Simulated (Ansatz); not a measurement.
# Cr (Cr, hcp): the cost of one run

Program: Ansatz 0.2.0. Level of theory: DFT BLYP, plane waves (420 eV) with PAW, scalar-relativistic; PBE-made PAW files. These are calculated values, not measurements.

**1. The system as given**

The structure is hexagonal, space group P6_3/mmc (No. 194). Conventional cell: a = 2.569 Å, b = 2.569 Å, c = 4.196 Å, α = 90.00°, β = 90.00°, γ = 120.00°. Cr (site symmetry -6m2) is surrounded by 12 Cr at 2.57 Å.

As a file:

```
Cr
1.0
     2.56926    0.00000    0.00000
    -1.28463    2.22504    0.00000
     0.00000    0.00000    4.19560
Cr
2
Cartesian
  0.0000 1.4834 1.0489
  1.2846 0.7417 3.1467
```

Starting moments (μB): +1.5, -1.5.

**2. Relaxation of the cell**

Contents of input.yaml:

```yaml
crystal:
  lattice:
    - [2.569259227, 0.0, 0.0]
    - [-1.2846296135, 2.2250437595, 0.0]
    - [0.0, 0.0, 4.1956003177]
  atoms:
    - { symbol: Cr, position: [0.3333333333, 0.6666666667, 0.25], spin: 1.5 }
    - { symbol: Cr, position: [0.6666666667, 0.3333333333, 0.75], spin: -1.5 }
hamiltonian:
  xc: blyp
  pseudopotentials:
    kind: paw
    azcp:
      Cr: "pseudopotentials/Cr.paw.azcp"
basis:
  ecutwfc: 420
  fft_grid_basis: typed
kpoints:
  mp_grid: { grid: [14, 14, 8], shift: [0, 0, 0] }
magnetization:
  spin_polarized: true
scf:
  occupations: { method: fermi_dirac, width: 0.05 }
relax:
  max_steps: 60
  f_tol: 0.01
  cell: {}
output:
  write_density: true
  write_potential: true
  elf: true
  volumetric_format: npy
```

What time and memory should one allow on 2 threads of Arm Neoverse V1, shared host?

About 79 s, with a peak of 0.44 GiB.
